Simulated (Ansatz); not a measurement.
What does this script print? It uses Ansatz 0.2.0 through its Python package.

The script, `cas_ch4ges.py`:
```python
# -*- coding: utf-8 -*-
import ansatz as az

geometry_ang = [
    ("S", (-0.3243, -1.9071, 1.1472)),
    ("C", (-0.5529, -1.0111, -0.0026)),
    ("Ge", (0.3019, 0.6962, -0.0834)),
    ("H", (-1.1077, -1.3129, -0.8276)),
    ("H", (-0.0229, 1.4012, -1.4152)),
    ("H", (-0.1281, 1.58, 1.126)),
    ("H", (1.8952, 0.4856, 0.0099)),
]
mol = az.Crystal.molecule()
for symbol, xyz in geometry_ang:
    mol = mol.atom(symbol, xyz)

model = (
    mol.calculation()
    .basis(gaussian="def2-SVP")
    .correlation(active_electrons=2, active_orbitals=2)
)
for method in ["sc_nevpt2"]:
    data = (model if method is None else model.correlation(method)).run().report
    space = data["configurations"]
    state = space["states"][0]
    print(method or "casscf", f"total {data['free_energy_ev'] / 27.211386246:.6f} Ha, active-space state {state['energy']['hartree']:.6f} Ha, mean field {data['reference_energy_ev'] / 27.211386246:.6f} Ha")
    print("  determinants", state["n_determinants"], " natural occupations", [round(n, 3) for n in space["natural_occupations"]])
```

```console
$ python cas_ch4ges.py
sc_nevpt2 total -2513.096265 Ha, active-space state -2512.625809 Ha, mean field -2512.602464 Ha
  determinants 4  natural occupations [1.923, 0.077]
```

Reading the output:
- Total energies depend on the basis set; only differences at equal settings carry meaning.
- The geometry is a force-field or estimated start, not a minimum of this method, and the basis set is short of its limit. The active space starts as a window about the frontier orbitals and is then optimised, not chosen by chemistry.
- Hardware and time: 5.7 s on 1 thread of Arm Neoverse V1, on a shared host, peak memory 0.23 GiB.
